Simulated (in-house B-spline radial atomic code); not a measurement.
# W⁷⁰⁺: excited configurations

Wanted: excitation energies of W⁷⁰⁺ as differences of total energies (ΔSCF).

The numbers are computed with in-house B-spline radial atomic code version 1 (Dirac-Hartree-Fock, average of configuration, Fermi nucleus, basis-set limit), except any that are marked as measured or tabulated.

### Step 1. What is computed

* element: tungsten (Z = 74)
* charge: +70
* electrons: 4
* configuration: [He] 2s2
* Hamiltonian: Dirac-Coulomb
* nucleus: Fermi, rms radius 5.366 fm

The outer shells:

[He] 2s2
```
[He] core
2s [↑↓]
```

Input settings:

```ini
Z = 74
electrons = 4.0
configuration = [He] 2s2
hamiltonian = dirac
method = hf
spin_polarised = False
nucleus = fermi
rms_radius = 5.3658
mass_number = 184
atomic_mass = 183.95093318
speed_of_light = 137.035999084
```

From the earlier run of the reference: total energy -7329.672827 hartree. Levels, eight at most:

```tsv
orbital	occupation	energy (eV)	<r> (bohr)
1s1/2	2	-78557.1	0.01826
2s1/2	2	-19387.5	0.07367
```

### Step 2. [He] 2s1 5s1

Input settings:

```ini
Z = 74
electrons = 4.0
configuration = [He] 2s1 5s1
hamiltonian = dirac
method = hf
spin_polarised = False
nucleus = fermi
rms_radius = 5.3658
mass_number = 184
atomic_mass = 183.95093318
speed_of_light = 137.035999084
```

### Step 3. Configuration [He] 2s1 5f1

Changes to the settings of step 2:

```diff
@@ -2,3 +2,3 @@
 electrons = 4.0
-configuration = [He] 2s1 5s1
+configuration = [He] 2s1 5f1
 hamiltonian = dirac
```

### Step 4. Configuration [He] 2s1 6p1

Changes to the settings of step 3:

```diff
@@ -2,3 +2,3 @@
 electrons = 4.0
-configuration = [He] 2s1 5f1
+configuration = [He] 2s1 6p1
 hamiltonian = dirac
```

### Step 5. Configuration [He] 2s1 4s1

Changes to the settings of step 4:

```diff
@@ -2,3 +2,3 @@
 electrons = 4.0
-configuration = [He] 2s1 6p1
+configuration = [He] 2s1 4s1
 hamiltonian = dirac
```

### Step 6. Configuration [He] 2s1 6g1

Changes to the settings of step 5:

```diff
@@ -2,3 +2,3 @@
 electrons = 4.0
-configuration = [He] 2s1 4s1
+configuration = [He] 2s1 6g1
 hamiltonian = dirac
```

How far above the reference does each configuration lie (order and size, in eV)?

As calculated:

| net move | configuration | energy above the reference (eV) | with Breit, QED, recoil (eV) | largest <r> (bohr) |
| --- | --- | --- | --- | --- |
| 2s → 4s | [He] 2s1 4s1 | 14766.7 | 14731.9 | 0.311 |
| 2s → 5s | [He] 2s1 5s1 | 16468.8 | 16431.9 | 0.494 |
| 2s → 5f | [He] 2s1 5f1 | 16622.9 | 16583.8 | 0.440 |
| 2s → 6p | [He] 2s1 6p1 | 17423.8 | 17385.5 | 0.729 |
| 2s → 6g | [He] 2s1 6g1 | 17473.6 | 17434.5 | 0.616 |

Quantum defects of the promoted electron, δ = n − ζ/√(−2ε) with ζ = 71 and ε its orbital energy in hartree:

| promotion | δ |
| --- | --- |
| 2s → 4s | 0.237 |
| 2s → 5s | 0.209 |
| 2s → 5f | 0.019 |
| 2s → 6p | 0.090 |
| 2s → 6g | 0.013 |

The energies run from 14766.7 eV (2s → 4s) to 17473.6 eV (2s → 6g). Of those tabulated, the defect is largest for 4s (0.24) and least for 6g (0.01); at this charge much of the defect is relativistic. Two partly filled shells share a symmetry and can mix in the average, which may lower the energy, for: 2s → 4s; 2s → 5s. These are averages over configurations, without correlation, not spectroscopic levels.
